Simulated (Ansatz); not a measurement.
# C₃H₉NS₂W: small, medium and large basis sets

The task here is to estimate one member of a computed series from the others.

Method: one geometry, several basis sets; program: Ansatz 0.2.0, Gaussian basis.

Plan: PBE0-D4/def2-SVP; ωB97M-V/def2-SVP; PBE0-D4/def2-QZVPP; ωB97M-V/def2-QZVPP; the functionals' def2-TZVPP values are taken from earlier runs.

1 further run of the same task is left out (it didn't finish).

### The geometry

All runs share one geometry, relaxed beforehand with PBE0-D4 in a triple-zeta def2 set. W takes the def2 core potential; no spin-orbit term is included.

SMILES `C[N](C)[W]([CH3])(=[S])=[S]`, 16 atoms, charge 0, spin multiplicity 1.

Atoms are counted from 1 here; the program's logs count them from 0.

Bond lengths: C1–N2 1.453 Å, C1–H8 1.088 Å, C1–H9 1.096 Å, C1–H10 1.096 Å, N2–C3 1.453 Å, N2–W4 1.914 Å, C3–H11 1.088 Å, C3–H12 1.096 Å, C3–H13 1.096 Å, W4–C5 2.111 Å, W4–S6 2.131 Å, W4–S7 2.131 Å, C5–H14 1.093 Å, C5–H15 1.094 Å, C5–H16 1.094 Å. Angles: N2–C1–H8 110.9°, N2–C1–H9 109.8°, N2–C1–H10 110.2°, H8–C1–H9 108.9°, H8–C1–H10 108.8°, H9–C1–H10 108.2°, C1–N2–C3 112.1°, C1–N2–W4 123.9°, C3–N2–W4 123.8°, N2–C3–H11 110.9°, N2–C3–H12 109.8°, N2–C3–H13 110.2°, H11–C3–H12 108.9°, H11–C3–H13 108.8°, H12–C3–H13 108.2°, N2–W4–C5 104.0°, N2–W4–S6 113.1°, N2–W4–S7 113.1° and more.

The first run:

The input, in.yaml:

```yaml
crystal:
  periodic: [false, false, false]
  atoms:
    - {symbol: C, position_ang: [1.109209, 0.586555, 1.456198]}
    - {symbol: N, position_ang: [0.708344, -0.084671, 0.231122]}
    - {symbol: C, position_ang: [1.303714, -1.404930, 0.110405]}
    - {symbol: W, position_ang: [-0.372919, 0.724883, -1.125413]}
    - {symbol: C, position_ang: [-2.341988, 0.173328, -0.603111]}
    - {symbol: S, position_ang: [-0.332890, 2.855017, -1.066821]}
    - {symbol: S, position_ang: [-0.036917, -0.095535, -3.063652]}
    - {symbol: H, position_ang: [0.659511, 1.575088, 1.521746]}
    - {symbol: H, position_ang: [0.794131, -0.005039, 2.323149]}
    - {symbol: H, position_ang: [2.199680, 0.692274, 1.491193]}
    - {symbol: H, position_ang: [0.996490, -1.885602, -0.816067]}
    - {symbol: H, position_ang: [0.992823, -2.030331, 0.954839]}
    - {symbol: H, position_ang: [2.397239, -1.330449, 0.123029]}
    - {symbol: H, position_ang: [-3.050854, 0.588369, -1.323670]}
    - {symbol: H, position_ang: [-2.438301, -0.916149, -0.604169]}
    - {symbol: H, position_ang: [-2.587263, 0.557191, 0.391223]}
basis:
  gaussian: {orbitals: def2-SVP}
hamiltonian: {xc: pbe0, dispersion: d4}
output: {orbitals: {seedname: orbitals}}
```

Command:

```
$ ansatz run in.yaml --threads 2 --pin off --events-out ev --progress --plain --max-ram 22528MiB --backend cpu
```

Steps of the session up to this table: PBE0-D4 in def2-SVP; ωB97M-V in def2-SVP; PBE0-D4 in def2-QZVPP; ωB97M-V in def2-QZVPP.

One of the session's tables, all rows but one given; the rest of the session is left out.

It belongs to the step «Functionals by basis». 

```
functional       basis  HOMO (eV)  LUMO (eV)
   PBE0-D4    def2-SVP      -6.91      -2.22
   PBE0-D4  def2-TZVPP      -6.93      -2.26
   PBE0-D4  def2-QZVPP      -6.94      -2.28
   ωB97M-V    def2-SVP      -8.90      -0.20
   ωB97M-V  def2-TZVPP          ?          ?
   ωB97M-V  def2-QZVPP      -8.97      -0.33
```

**Question.** Estimate the row for ωB97M-V, def2-TZVPP.

The run gave: HOMO (eV): -8.95; LUMO (eV): -0.28. In the column «HOMO (eV)» it lies between ωB97M-V, def2-QZVPP (-8.97) and ωB97M-V, def2-SVP (-8.90).
